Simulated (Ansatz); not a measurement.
# BaCaF4: the cell at several levels of theory

Cell and atoms of BaCaF4 in the fluorite host structure are relaxed in turn with PBE, r2SCAN and PBEsol. This is a trial cell built on a prototype, not taken from a measured structure, and it needn't be the compound's ground state.

Code: Ansatz 0.2.0. PAW datasets, plane waves, zero pressure. All values are calculated for a non-magnetic cell, which may be hypothetical.

## (1) The structure to begin with

The symmetry is R-3m (No. 166, trigonal); a = 4.108 Å, c = 20.124 Å in the conventional setting, 16.34 Å³ an atom. Around Ca lie 8 F at 2.52 Å; around F lie 3 Ba at 2.52 Å and 1 Ca at 2.52 Å; around F lie 3 Ca at 2.52 Å and 1 Ba at 2.52 Å; around Ba lie 8 F at 2.52 Å.

Coordinates:

```
Ca F Ba
1.0
     2.05394    1.18584    6.70812
    -2.05394    1.18584    6.70812
     0.00000   -2.37168    6.70812
Ca F Ba
1 4 1
Direct
  0.00000 0.00000 0.00000
  0.12500 0.12500 0.12500
  0.37500 0.37500 0.37500
  0.62500 0.62500 0.62500
  0.87500 0.87500 0.87500
  0.50000 0.50000 0.50000
```

## (2) Relaxation with PBE

input.yaml

```yaml
crystal:
  lattice:
    - [2.05393505, 1.18583995, 6.70812378]
    - [-2.05393505, 1.18583995, 6.70812378]
    - [0.0, -2.37167991, 6.70812378]
  atoms:
    - { symbol: Ca, position: [0.0, 0.0, 0.0] }
    - { symbol: F, position: [0.125, 0.125, 0.125] }
    - { symbol: F, position: [0.375, 0.375, 0.375] }
    - { symbol: Ba, position: [0.5, 0.5, 0.5] }
    - { symbol: F, position: [0.625, 0.625, 0.625] }
    - { symbol: F, position: [0.875, 0.875, 0.875] }
kpoints:
  mp_grid: { grid: [6, 6, 6] }
hamiltonian:
  xc: pbe
scf:
  occupations: { method: fermi_dirac, width: 0.02 }
relax:
  f_tol: 0.005
  cell: {}
```

Run with:

```bash
$ ansatz run input.yaml --threads 2 --pin off --max-ram 29491MiB --backend cpu --events-out ev --progress --plain --runs-dir out
```

The runs that follow: r2SCAN: cell and atoms; Relaxing with PBEsol.

Before running it: what results should come out? Wanted: for each run, a; c; volume; space group; SCF geometries.

**Answer**, as computed:

| level | a (Å) | c (Å) | volume (Å³/atom) | space group | SCF geometries |
| --- | --- | --- | --- | --- | --- |
| PBE | 4.192 | 20.219 | 17.095 | R-3m | 10 |
| r2SCAN | 4.141 | 20.065 | 16.555 | R-3m | 6 |
| PBEsol | 4.119 | 19.911 | 16.252 | R-3m | 8 |

From the start to the first minimum the volume moved by +4.6 %. The volume runs from PBEsol (least) to PBE (most), a spread of 5.2 %, or 1.7 % in length if all axes shared it alike.
